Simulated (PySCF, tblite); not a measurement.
**C₄H₇BNP+ (doublet): geometry, infrared bands and EPR parameters**

What infrared bands and EPR parameters should C₄H₇BNP+ (doublet) (`[PH2+]Bn1cccc1`) show?

The runs use tblite 0.8.0 and PySCF 2.14.0, with density-fitted response routines of our own; the level of theory stands in each step. All values are computed, except where a source is named. Atoms count from 0, in the outputs and in this text.

**1. The starting structure**

14 atoms, charge 1, multiplicity 2; geometry from: force field or distance geometry start.

Bonds of the start (Å): P0–B1 1.95, B1–N2 1.50, N2–C3 1.34, C3–C4 1.37, C4–C5 1.40, C5–C6 1.39, C6–N2 1.36, P0–H7 1.47, P0–H8 1.46, B1–H9 1.19, C3–H10 1.09, C4–H11 1.10, C5–H12 1.09, C6–H13 1.09.

**2. Relaxing the molecule with GFN2-xTB**

What the job is given:

```
{"job": {"kind": "relax", "xc": "GFN2-xTB", "basis": "xTB"}, "charge": 1, "multiplicity": 2}
P      2.876400     0.093900    -0.171400
B      1.415300    -0.175100     1.091500
N      0.040900    -0.159500     0.489900
C     -0.951300    -1.056600     0.575800
C     -2.055500    -0.654600    -0.123000
C     -1.699500     0.579600    -0.687400
C     -0.401600     0.867400    -0.292700
H      2.477100     1.307200    -0.905700
H      2.838100    -0.978000    -1.160900
H      1.545500     0.373000     2.142400
H     -0.927300    -1.997900     1.130900
H     -3.016800    -1.171600    -0.246800
H     -2.326500     1.217700    -1.312500
H      0.184500     1.754000    -0.552300
```

Launch:

```bash
$ OMP_NUM_THREADS=1 python probes_run.py task.json out
```

This one command runs all jobs of the session in turn.

**Question.** This job is followed by: GFN2-xTB harmonic vibrations, gas phase; UKS B3LYP, pcH-1 on B C H N P, non-relativistic, mean-field spin-orbit, GIAO. Predict these results of the whole session: strongest single infrared mode (GFN2-xTB); zero-point energy (GFN2-xTB); g(iso) (B3LYP); ⟨S²⟩; largest a(iso) (averaged by class).

As calculated:

| quantity | value |
| --- | --- |
| strongest single infrared mode (GFN2-xTB) | 1396 cm⁻¹, 232 km/mol |
| zero-point energy (GFN2-xTB) | 61.6 kcal/mol |
| g(iso) (B3LYP) | 2.00418 |
| ⟨S²⟩ | 0.766 (exact 0.75) |
| largest a(iso) (averaged by class) | 31P on P0, 313.4 MHz |

**Reading.** Over 107 steps the energy fell by 1.429 eV; of the close pairs, P0–B1 changed most, 1.950 to 1.850 Å. No mode is imaginary among the 36: a minimum at this level. The strongest single mode, at 1396 cm⁻¹, is spread over many atoms; the largest shares are those of C3, C4. GFN2-xTB is a fitted tight-binding method: band positions and strengths are rough. Its intensities can rank the bands wrongly. The largest spin populations lie on P0 (0.43 e), C6 (0.33 e). The isotropic g lies 1.9 ppt above the free-electron value. The conformer search found further structures of the same energy, which may be mirror or relabelled copies of this one.
